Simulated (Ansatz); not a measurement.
The system is LaPb2.

```
CELL_PARAMETERS angstrom
-2.06634 2.06634 5.63845
2.06634 -2.06634 5.63845
2.06634 2.06634 -5.63845
ATOMIC_POSITIONS crystal
Pb 0.68639 0.68639 0.00000
Pb 0.31361 0.31361 0.00000
La 0.00000 0.00000 0.00000
```

The cell comes from a database or a generator and needn't be the stable form of this composition.

| Quantity | Value |
| --- | --- |
| Program | Ansatz 0.2.0 |
| Task | relaxation of cell and atoms |
| Functional | PBEsol |
| Dispersion | D3(BJ)-ATM |
| Potentials or basis | Ansatz PAW |
| Cutoff | 420 eV (not typed: the program's choice for these potentials) |
| k mesh | 9 × 9 × 9 |
| Occupations | fermi-dirac, width 0.05 eV |
| Spin | no spin polarisation |

At the start: volume 32.10 Å³/atom.

**Question.** Where does the relaxation end?

**Answer.** It ends after 5 steps and the volume is 28.77 Å³/atom (-10.4 %); space group I4/mmm (No. 139, to 0.05 Å).

Step by step:
```tsv
step	energy change (eV)	largest force (eV/Å)	volume (Å³)
1	0.0000	0.0022	96.30
2	-0.1622	0.1031	84.32
3	-0.1769	0.0057	86.65
4	-0.1778	0.0035	86.32
5	-0.1771	0.0034	86.32
```

Final structure:
```yaml
crystal:
  lattice:
    - [-1.96707, 1.96707, 5.57733]
    - [1.96707, -1.96707, 5.57733]
    - [1.96707, 1.96707, -5.57733]
  atoms:
    - { symbol: Pb, position: [0.68328, 0.68328, 0.00000] }
    - { symbol: Pb, position: [0.31672, 0.31672, 0.00000] }
    - { symbol: La, position: [0.00000, 0.00000, 0.00000] }
```

Caveat: the plane-wave basis is chosen anew once the cell has moved, so the energies of steps on either side of that aren't comparable; pairwise dispersion overbinds metals, which lowers pressure and volume; the PAW data sets come from PBE, with cores solved anew for the run's functional, which leaves a small shift of forces and pressure.
